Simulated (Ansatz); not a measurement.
# FGeH7O2: the cost of one run

Method: RKS B3LYP-D4/def2-SVP, in Ansatz 0.2.0.

## (1) Starting point

Bond lengths: Ge1–O2 2.171 Å, Ge1–H3 1.493 Å, Ge1–H4 1.499 Å, Ge1–H5 1.549 Å, Ge1–F7 2.110 Å, O2–H10 0.956 Å, O9–H11 0.958 Å. Angles: Ge1–O2–H10 109.9°, O2–Ge1–H3 109.7°, O2–Ge1–H4 110.9°, O2–Ge1–H5 87.3°, O2–Ge1–F7 77.6°, H3–Ge1–H4 127.9°, H3–Ge1–H5 106.8°, H3–Ge1–F7 79.3°, H4–Ge1–H5 106.4°, H4–Ge1–F7 78.9°, H5–Ge1–F7 164.9°.

As a file:

```xyz
11

Ge   -0.8209    1.2147   -0.5422
O     0.9739    0.0091   -0.7347
H    -1.9499    0.5535   -1.2620
H    -0.8582    1.9118    0.7840
H    -0.1731    2.2069   -1.5394
H    -0.3014   -1.0783    1.1340
F    -1.2203   -0.4011    0.7550
H     1.0756   -0.8458    0.2076
O     0.8369   -1.6441    1.1718
H     1.7454    0.5738   -0.7413
H     0.6920   -2.5006    0.7672
```

## (2) A restrained relaxation towards end A

Springs on the bonds that form and break draw the guess towards this end; the thresholds are loose.

Contents of input.yaml:

```yaml
crystal:
  periodic: [false, false, false]
  atoms:
    - { symbol: Ge, position_ang: [-0.8209, 1.2147, -0.5422] }
    - { symbol: O, position_ang: [0.9739, 0.0091, -0.7347] }
    - { symbol: H, position_ang: [-1.9499, 0.5535, -1.262] }
    - { symbol: H, position_ang: [-0.8582, 1.9118, 0.784] }
    - { symbol: H, position_ang: [-0.1731, 2.2069, -1.5394] }
    - { symbol: H, position_ang: [-0.3014, -1.0783, 1.134] }
    - { symbol: F, position_ang: [-1.2203, -0.4011, 0.755] }
    - { symbol: H, position_ang: [1.0756, -0.8458, 0.2076] }
    - { symbol: O, position_ang: [0.8369, -1.6441, 1.1718] }
    - { symbol: H, position_ang: [1.7454, 0.5738, -0.7413] }
    - { symbol: H, position_ang: [0.692, -2.5006, 0.7672] }
basis:
  gaussian: { orbitals: def2-SVP }
hamiltonian:
  xc: b3lyp
  dispersion: d4
relax:
  f_tol: 0.15
  max_steps: 25
  restrain:
    - { distance: [0, 6], at: 3.07, k: 30.0 }
    - { distance: [5, 8], at: 2.27, k: 30.0 }
    - { distance: [7, 1], at: 2.27, k: 30.0 }
    - { distance: [0, 1], at: 1.86, k: 30.0 }
    - { distance: [5, 6], at: 0.88, k: 30.0 }
    - { distance: [7, 8], at: 0.97, k: 30.0 }
output:
  orbitals: {}
```

Started as:

```bash
$ ansatz run input.yaml --threads 2 --pin off --max-ram 3072MiB --backend cpu --events-out ev --progress --plain --runs-dir out
```

What time and memory should one allow on 2 threads of Arm Neoverse V1, shared host?

About 28 s, with a peak of 0.25 GiB.
